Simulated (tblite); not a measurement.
# Cd15Se15: the cost of one run

Programs: tblite 0.8.0 and PySCF 2.14.0, with routines of our own; each step states its level. All values are computed. Atoms count from 0.

## 1. The starting structure

30 atoms, charge 0, multiplicity 1; geometry from: force field, distance geometry or constructed start.

## 2. Geometry optimisation with GFN1-xTB

Job settings and geometry (Å):

```
{"job": {"kind": "relax", "xc": "GFN1-xTB", "basis": "xTB"}, "charge": 0, "multiplicity": 1}
Cd    -3.303500     2.933800    -1.216600
Cd    -0.289400     3.618700     1.974800
Cd     1.698100    -3.939900     3.412300
Cd     0.685200    -2.219000    -3.681600
Cd     3.467300     1.655400    -2.877500
Cd     2.900500     0.231800     1.719600
Cd    -0.515700    -5.050200    -0.350200
Cd    -2.668500    -2.919700     2.863900
Cd    -0.740700     1.163400    -4.157000
Cd    -4.278500     1.271200     1.952700
Cd     3.062300    -4.168900    -0.043000
Cd     3.588100     4.272400    -0.226100
Cd    -3.344200    -1.634500    -1.440400
Cd     0.555500     4.975500    -2.254100
Cd    -0.754200    -0.153200     4.361400
Se    -4.433700     0.610300    -0.607300
Se    -3.280000    -0.440100     3.576900
Se     1.160900     5.059200     0.360300
Se    -0.420700    -2.772300     4.297700
Se     0.855500     1.425300     3.015800
Se    -2.580200    -3.532100     0.292900
Se    -1.756000    -1.192300    -3.495500
Se     1.346700    -5.616700     1.440600
Se     3.936700     1.660000    -0.224000
Se    -2.823300     3.402200     1.353700
Se     3.245200    -2.368600     1.890800
Se     3.025400     4.265900    -2.838500
Se     1.346400    -4.079800    -2.028200
Se     1.730000     0.163600    -4.100100
Se    -1.426200     3.396200    -2.963400
```

Run with:

```bash
$ OMP_NUM_THREADS=4 python large_run.py task.json out
```

One launch serves the whole session: the jobs run in the order shown.

Q: Estimate the wall time and peak memory of this first job on 4 threads of Intel Xeon Platinum 8259CL at 2.50GHz, shared host.

About 17 s, with a peak of 0.17 GiB.
